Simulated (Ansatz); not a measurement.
# CH₄CoO₄−: geometry and frequencies

Aim: geometry and frequencies, for CH₄CoO₄−, with the cost of each level. Charge -1.

Computed with Ansatz 0.2.0 (the levels named in each step, unless a step's input says otherwise).

### Step 1. The structure to begin with

Bond lengths: O2–C3 1.177 Å, C3–Co4 1.693 Å, Co4–O5 1.858 Å, Co4–O6 1.852 Å, O1–H7 0.973 Å, O1–H8 0.970 Å, O5–H9 0.953 Å, O6–H10 0.953 Å. Angles: O2–C3–Co4 179.6°, C3–Co4–O5 104.6°, C3–Co4–O6 105.1°, O5–Co4–O6 150.2°, Co4–O5–H9 127.0°, Co4–O6–H10 126.9°, H7–O1–H8 104.1°.

Coordinates:

```xyz
10

O     1.0480   -2.1448   -1.2864
O    -0.9847    2.5746    0.6049
C    -0.5816    1.4877    0.4034
Co   -0.0053   -0.0762    0.1035
O    -1.4969   -1.0249   -0.4673
O     1.7919   -0.0216    0.5457
H     1.5158   -1.5204   -0.7041
H     0.1098   -1.9493   -1.1372
H    -2.4033   -0.7309   -0.4518
H     2.2526    0.6894    0.9824
```

### Step 2. A rough first relaxation, PBE-D4/def2-SVPD

Contents of input.yaml:

```yaml
crystal:
  periodic: [false, false, false]
  atoms:
    - { symbol: O, position_ang: [1.04801, -2.14476, -1.28636] }
    - { symbol: O, position_ang: [-0.98467, 2.57464, 0.60489] }
    - { symbol: C, position_ang: [-0.58162, 1.48774, 0.4034] }
    - { symbol: Co, position_ang: [-0.0053, -0.07617, 0.10351] }
    - { symbol: O, position_ang: [-1.49685, -1.02485, -0.46728] }
    - { symbol: O, position_ang: [1.7919, -0.02159, 0.54575] }
    - { symbol: H, position_ang: [1.5158, -1.52039, -0.70412] }
    - { symbol: H, position_ang: [0.10983, -1.94929, -1.1372] }
    - { symbol: H, position_ang: [-2.40333, -0.73093, -0.4518] }
    - { symbol: H, position_ang: [2.25257, 0.68938, 0.98236] }
total_charge: -1
basis:
  gaussian: { orbitals: def2-SVPD }
hamiltonian:
  xc: pbe
  dispersion: d4
relax:
  f_tol: 0.03
  max_steps: 200
```

Command:

```
$ ansatz run input.yaml --threads 4 --pin off --max-ram 10240MiB --backend cpu --events-out ev --progress --plain --runs-dir out
```

After this run come: Relaxation, PBE0-D4/def2-TZVPPD; Frequencies, PBE0-D4/def2-TZVPPD.

Q: Predict the outcome of this session. Wanted: O2–C3 at PBE0-D4/def2-TZVPPD; C3–Co4 at PBE0-D4/def2-TZVPPD; Co4–O5 at PBE0-D4/def2-TZVPPD; frequencies at PBE0-D4/def2-TZVPPD.

The runs gave:

```
                          quantity            value
      O2–C3 at PBE0-D4/def2-TZVPPD          1.164 Å
     C3–Co4 at PBE0-D4/def2-TZVPPD          1.660 Å
     Co4–O5 at PBE0-D4/def2-TZVPPD          1.834 Å
frequencies at PBE0-D4/def2-TZVPPD  35 to 3900 cm⁻¹
```

No mode is imaginary, so the geometry is a minimum.
